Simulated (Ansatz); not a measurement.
I need a geometry optimisation of CH4FISn, SMILES [CH3][SnH]([F])[I]. Use the Ansatz DFT code, driven from Python. Settings: B3LYP, def2-SVP basis, multiplicity 1.

```yaml
atoms:
  - { symbol: C, position_ang: [0.0479, 1.1513, 0.0703] }
  - { symbol: Sn, position_ang: [0.0753, -0.9476, 0.1138] }
  - { symbol: F, position_ang: [1.8750, -1.5299, -0.1920] }
  - { symbol: I, position_ang: [-1.4555, -1.9464, -1.8495] }
  - { symbol: H, position_ang: [-1.0431, 1.5238, 0.2067] }
  - { symbol: H, position_ang: [0.6522, 1.6271, 0.8522] }
  - { symbol: H, position_ang: [0.3761, 1.5546, -0.9281] }
  - { symbol: H, position_ang: [-0.4358, -1.4900, 1.6708] }
```

The script, `run_opt.py`:
```python
'''Geometry optimisation of CH4FISn.'''

import ansatz
import numpy as np

config = {
    'basis': 'def2-SVP',
    'functional': 'B3LYP',
}


def main() -> None:
    geometry = (
        ansatz.Crystal.molecule()
        .atom('C', (0.0479, 1.1513, 0.0703))
        .atom('Sn', (0.0753, -0.9476, 0.1138))
        .atom('F', (1.875, -1.5299, -0.192))
        .atom('I', (-1.4555, -1.9464, -1.8495))
        .atom('H', (-1.0431, 1.5238, 0.2067))
        .atom('H', (0.6522, 1.6271, 0.8522))
        .atom('H', (0.3761, 1.5546, -0.9281))
        .atom('H', (-0.4358, -1.49, 1.6708))
    )

    setup = geometry.calculation().basis(gaussian=config['basis']).functional(config['functional'])
    symbols = [site.symbol for site in geometry.cartesian_sites]
    start = np.array([site.position_ang for site in geometry.cartesian_sites], dtype=float)
    rep = setup.relax(force_tolerance=0.02, max_steps=100).run().report
    end = np.array(rep['positions_ang'])

    print('reference energy %16.6f eV' % rep['reference_energy_ev'])
    print('total energy     %16.6f eV' % rep['free_energy_ev'])
    print('occupied (up, down):', rep['n_occupied'], ' virtual:', rep['n_virtual'], ' frozen:', rep['n_frozen'])

    print('bond        before    after (A)')
    for i, j in [(0, 1), (0, 4), (0, 5), (0, 6), (1, 2), (1, 3), (1, 7)]:
        d0, d1 = (np.linalg.norm(xyz[i] - xyz[j]) for xyz in (start, end))
        print(f'{symbols[i]}{i}-{symbols[j]}{j}'.ljust(10), f'{d0:8.4f} {d1:8.4f}')
    with open('ch4fisn_opt.xyz', 'w') as handle:
        handle.write(f'{len(symbols)}\nrelaxed CH4FISn\n')
        handle.writelines(f'{s:2s} {x:11.6f} {y:11.6f} {z:11.6f}\n' for s, (x, y, z) in zip(symbols, end))


if __name__ == '__main__':
    main()
```

Output of `python run_opt.py`:
```text
reference energy    -17754.772165 eV
total energy        -17754.772165 eV
occupied (up, down): [33, 33]  virtual: [67, 67]  frozen: 0
bond        before    after (A)
C0-Sn1       2.0995   2.1535
C0-H4        1.1609   1.0987
C0-H5        1.0968   1.0994
C0-H6        1.1257   1.0981
Sn1-F2       1.9161   1.9521
Sn1-I3       2.6824   2.7175
Sn1-H7       1.7262   1.7177
```

`ch4fisn_opt.xyz`, as written:
```text
8
relaxed CH4FISn
C     0.020563    1.233151    0.046601
Sn    0.023273   -0.916652    0.172553
F     1.862906   -1.482342   -0.153401
I    -1.466599   -1.973081   -1.839653
H    -1.005314    1.601224    0.185005
H     0.675227    1.639626    0.830708
H     0.390994    1.524342   -0.945262
H    -0.408951   -1.683369    1.647649
```

Notes:
- Total energies depend on the basis set; only differences at equal settings carry meaning.
- The end point is the stationary point reached from this start; no frequency run checks that it is a minimum, and the basis set is modest.
- def2 sets replace the cores of elements past krypton by effective core potentials.
- b3lyp holds the VWN-RPA fit, as in Gaussian; the form of ORCA and Turbomole is b3lyp5.
- The whole script took 36 s on 1 thread of Arm Neoverse V2, with other jobs on the host, peak memory 0.33 GiB.

(Lines on the test bed's own set-up are left out of the output.)
